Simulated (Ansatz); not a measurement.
**CH8BGeN: up Jacob's ladder to CCSD(T)**

Aim: compute CH8BGeN with functionals from several rungs and with coupled cluster. The yardstick is the atomisation energy at the CCSD(T) limit.

Program: Ansatz 0.2.0, Gaussian basis. Level of theory: functionals in def2-TZVPP, the program's frozen cores in correlated methods. These are calculated values, not measurements.

Plan: LDA (SPW92), PBE-D4, revPBE-D4, BLYP-D4, r2SCAN-D4, B97M-V, PBE0-D4, B3LYP-D4, r2SCANh-D4, r2SCAN0-D4, HSE06-D4, BHLYP-D4, CAM-B3LYP-D4, LC-ωPBE, ωB97X-V, ωB97M-V, B2PLYP, PBE-QIDH; CCSD(T)/def2-SVP; CCSD(T)/def2-TZVPP; MP2/def2-QZVPP; extrapolation to the limit; RPA on PBE.

## Step 1: The geometry

The geometry comes from an earlier relaxation with PBE0-D4 in a triple-zeta def2 set; it is a stationary point, not always the lowest conformer.

SMILES `BC[NH][GeH3]`, 12 atoms, charge 0, spin multiplicity 1.

Atoms are counted from 1 here; the program's logs count them from 0.

Bond lengths: B1–C2 1.501 Å, B1–H5 1.195 Å, B1–H6 1.199 Å, C2–N3 1.401 Å, C2–H7 1.091 Å, C2–H8 1.216 Å, N3–Ge4 1.842 Å, N3–H9 1.009 Å, Ge4–H10 1.534 Å, Ge4–H11 1.545 Å, Ge4–H12 1.536 Å. Angles: C2–B1–H5 118.5°, C2–B1–H6 119.3°, H5–B1–H6 121.7°, B1–C2–N3 126.0°, B1–C2–H7 119.1°, B1–C2–H8 67.8°, N3–C2–H7 113.1°, N3–C2–H8 114.5°, H7–C2–H8 101.8°, C2–N3–Ge4 122.2°, C2–N3–H9 113.5°, Ge4–N3–H9 116.8°, N3–Ge4–H10 106.9°, N3–Ge4–H11 112.0°, N3–Ge4–H12 106.6°, H10–Ge4–H11 110.2°, H10–Ge4–H12 111.9°, H11–Ge4–H12 109.1°.

Geometry (Å):

```xyz
12

B    -1.9783    0.5540    0.7024
C    -0.7000    0.5010   -0.0834
N     0.5757    0.2403    0.4348
Ge    1.8947   -0.5675   -0.5646
H    -2.9748    0.9094    0.1471
H    -2.0003    0.1171    1.8189
H    -0.6748    0.9324   -1.0850
H    -1.3866   -0.4880   -0.2552
H     0.5758    0.0518    1.4258
H     3.1791   -0.5245    0.2733
H     1.5393   -2.0286   -0.9206
H     2.0269    0.2476   -1.8595
```

## Step 2: LDA

This LDA is Slater exchange with PW92 correlation.

File in.yaml:

```yaml
crystal:
  periodic: [false, false, false]
  atoms:
    - {symbol: B, position_ang: [-1.978269, 0.554034, 0.702401]}
    - {symbol: C, position_ang: [-0.700041, 0.500961, -0.083386]}
    - {symbol: N, position_ang: [0.575664, 0.240341, 0.434781]}
    - {symbol: Ge, position_ang: [1.894735, -0.567521, -0.564563]}
    - {symbol: H, position_ang: [-2.974837, 0.909396, 0.147057]}
    - {symbol: H, position_ang: [-2.000258, 0.117112, 1.818936]}
    - {symbol: H, position_ang: [-0.674792, 0.932386, -1.084970]}
    - {symbol: H, position_ang: [-1.386556, -0.488034, -0.255212]}
    - {symbol: H, position_ang: [0.575821, 0.051788, 1.425837]}
    - {symbol: H, position_ang: [3.179132, -0.524540, 0.273339]}
    - {symbol: H, position_ang: [1.539290, -2.028601, -0.920589]}
    - {symbol: H, position_ang: [2.026912, 0.247582, -1.859531]}
basis:
  gaussian: {orbitals: def2-TZVPP}
hamiltonian: {xc: lda}
output: {orbitals: {seedname: orbitals}}
```

After this run come: PBE-D4 (GGA); revPBE-D4 (GGA); BLYP-D4 (GGA); r2SCAN-D4 (meta-GGA); B97M-V (meta-GGA); PBE0-D4 (hybrid); B3LYP-D4 (hybrid); r2SCANh-D4 (hybrid); r2SCAN0-D4 (hybrid); HSE06-D4 (hybrid); BHLYP-D4 (hybrid); CAM-B3LYP-D4 (range-separated); LC-ωPBE (range-separated); ωB97X-V (range-separated); ωB97M-V (range-separated); B2PLYP (double hybrid); PBE-QIDH (double hybrid); CCSD(T) in def2-SVP; CCSD(T) in def2-TZVPP; MP2 in def2-QZVPP; RPA on PBE orbitals.

Before running them: what should the planned runs give, taken together? Wanted: atomisation energy, CCSD(T)/CBS; farthest beyond LDA; mean size of error, GGA; mean size of error, meta-GGA; mean size of error, hybrid; mean size of error, range-separated; mean size of error, double hybrid; gap, smallest and largest; T1 diagnostic.

As calculated:

| quantity | value |
| --- | --- |
| atomisation energy, CCSD(T)/CBS | 932.4 kcal/mol |
| functionals within 9.3 kcal/mol (1.0 %) | revPBE-D4, BLYP-D4, r2SCAN-D4, B97M-V, PBE0-D4, B3LYP-D4, r2SCANh-D4, r2SCAN0-D4, HSE06-D4, CAM-B3LYP-D4, LC-ωPBE, ωB97X-V, ωB97M-V, B2PLYP, PBE-QIDH |
| farthest beyond LDA | BHLYP-D4 (-16.7 kcal/mol) |
| mean size of error, GGA | 7.2 kcal/mol |
| mean size of error, meta-GGA | 5.7 kcal/mol |
| mean size of error, hybrid | 5.3 kcal/mol |
| mean size of error, range-separated | 5.2 kcal/mol |
| mean size of error, double hybrid | 6.8 kcal/mol |
| gap, smallest and largest | 4.50 eV (LDA (SPW92)), 11.57 eV (LC-ωPBE) |
| T1 diagnostic | 0.0119 |
| triples share of the correlation energy | 3.7 % |

**Reading.** The LDA atomisation energy is off by 131.1 kcal/mol (14 %): it overbinds. PBE-D4 misses by +12.5 kcal/mol. Double hybrids carry the basis error of their MP2 part in triple zeta, and no dispersion term here, so their miss is partly the set-up's. The rungs range-separated, hybrid, meta-GGA, double hybrid, GGA miss on average by less than the doubt on the reference (9.3 kcal/mol), so they tie. Misses under about 9.3 kcal/mol are within the doubt on the reference itself, which lacks core-valence correlation, relativity and higher excitations, and its outer-core shells are covered unevenly. Hartree-Fock recovers 73 % of the binding; the rest is correlation. CCSD(T) in def2-SVP is off by -50.4 kcal/mol, worse than the median functional, from the basis alone. Orbital gaps span 4.5 to 11.6 eV; exact exchange widens them. Correlated methods include outer-core shells of Ge, which these sets cover unevenly.
